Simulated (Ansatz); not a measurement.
**CH4Cl2OSn: one species, many methods**

The task here is to estimate one member of a computed series from the others.

Program: Ansatz 0.2.0, Gaussian basis. Level of theory: functionals in def2-TZVPP, the program's frozen cores in correlated methods. These are calculated values, not measurements.

Levels to be run: LDA (SPW92), PBE-D4, revPBE-D4, BLYP-D4, r2SCAN-D4, B97M-V, PBE0-D4, B3LYP-D4, r2SCANh-D4, r2SCAN0-D4, HSE06-D4, BHLYP-D4, CAM-B3LYP-D4, LC-ωPBE, ωB97X-V, ωB97M-V, B2PLYP, PBE-QIDH; CCSD(T)/def2-SVP; CCSD(T)/def2-TZVPP; MP2/def2-QZVPP; extrapolation to the limit; RPA on PBE.

## Structure used throughout

All runs share one geometry, relaxed beforehand with PBE0-D4 in a triple-zeta def2 set. Sn takes the def2 core potential; no spin-orbit term is included.

SMILES `C[O][SnH]([Cl])[Cl]`, 9 atoms, charge 0, spin multiplicity 1.

Atoms are counted from 1 here; the program's logs count them from 0.

Bond lengths: C1–O2 1.414 Å, C1–H6 1.096 Å, C1–H7 1.092 Å, C1–H8 1.096 Å, O2–Sn3 1.935 Å, Sn3–Cl4 2.312 Å, Sn3–Cl5 2.312 Å, Sn3–H9 1.688 Å. Angles: O2–C1–H6 112.0°, O2–C1–H7 107.4°, O2–C1–H8 111.9°, H6–C1–H7 108.4°, H6–C1–H8 108.7°, H7–C1–H8 108.4°, C1–O2–Sn3 120.8°, O2–Sn3–Cl4 107.7°, O2–Sn3–Cl5 107.7°, O2–Sn3–H9 109.9°, Cl4–Sn3–Cl5 106.1°, Cl4–Sn3–H9 112.6°, Cl5–Sn3–H9 112.6°.

Set-up of the first run:

Contents of in.yaml:

```yaml
crystal:
  periodic: [false, false, false]
  atoms:
    - {symbol: C, position_ang: [-0.687958, 0.122500, 1.309178]}
    - {symbol: O, position_ang: [0.621761, 0.167521, 0.777869]}
    - {symbol: Sn, position_ang: [0.933628, -0.081887, -1.115696]}
    - {symbol: Cl, position_ang: [0.044106, -2.131512, -1.709879]}
    - {symbol: Cl, position_ang: [-0.306569, 1.507173, -2.248024]}
    - {symbol: H, position_ang: [-1.164971, -0.849603, 1.141340]}
    - {symbol: H, position_ang: [-0.609120, 0.285506, 2.386315]}
    - {symbol: H, position_ang: [-1.327818, 0.905634, 0.887402]}
    - {symbol: H, position_ang: [2.585541, 0.028369, -1.445603]}
basis:
  gaussian: {orbitals: def2-TZVPP}
hamiltonian: {xc: lda}
output: {orbitals: {seedname: orbitals}}
```

Steps of the session up to this table: LDA; PBE-D4 (GGA); revPBE-D4 (GGA); BLYP-D4 (GGA); r2SCAN-D4 (meta-GGA); B97M-V (meta-GGA); PBE0-D4 (hybrid); B3LYP-D4 (hybrid); r2SCANh-D4 (hybrid); r2SCAN0-D4 (hybrid); HSE06-D4 (hybrid); BHLYP-D4 (hybrid); CAM-B3LYP-D4 (range-separated); LC-ωPBE-D4 (range-separated; the results give it without D4); ωB97X-V (range-separated); ωB97M-V (range-separated); B2PLYP (double hybrid); PBE-QIDH (double hybrid).

One of the session's tables, all rows but one given; the rest of the session is left out.

It belongs to the step «Frontier levels by functional». 

| functional | HOMO (eV) | LUMO (eV) | gap (eV) |
| --- | --- | --- | --- |
| LDA (SPW92) | -6.95 | -2.97 | 3.98 |
| PBE-D4 | -6.81 | -2.69 | 4.12 |
| revPBE-D4 | -6.75 | -2.59 | 4.16 |
| BLYP-D4 | -6.71 | -2.64 | 4.07 |
| r2SCAN-D4 | -7.15 | -2.47 | 4.68 |
| B97M-V | -7.28 | -2.42 | 4.86 |
| PBE0-D4 | -8.39 | -1.75 | 6.64 |
| B3LYP-D4 | -8.14 | -2.06 | 6.08 |
| r2SCANh-D4 | ? | ? | ? |
| r2SCAN0-D4 | -8.63 | -1.61 | 7.02 |
| HSE06-D4 | -7.98 | -2.12 | 5.86 |
| BHLYP-D4 | -9.93 | -0.75 | 9.18 |
| CAM-B3LYP-D4 | -9.85 | -0.73 | 9.12 |
| LC-ωPBE | -11.21 | 0.54 | 11.75 |
| ωB97X-V | -10.88 | 0.41 | 11.29 |
| ωB97M-V | -10.79 | 0.28 | 11.07 |

Estimate the missing values for r2SCANh-D4.

Worked estimate for «HOMO (eV)». Against the share of exact exchange, r2SCAN-D4 (0, -7.15), r2SCAN0-D4 (0.25, -8.63) give a slope of -5.92 per unit share; at 0.1 the line stands at -7.74.

**Answer.** HOMO (eV): -7.74; LUMO (eV): -2.13; gap (eV): 5.61. In «HOMO (eV)» the line misses by 0.00.
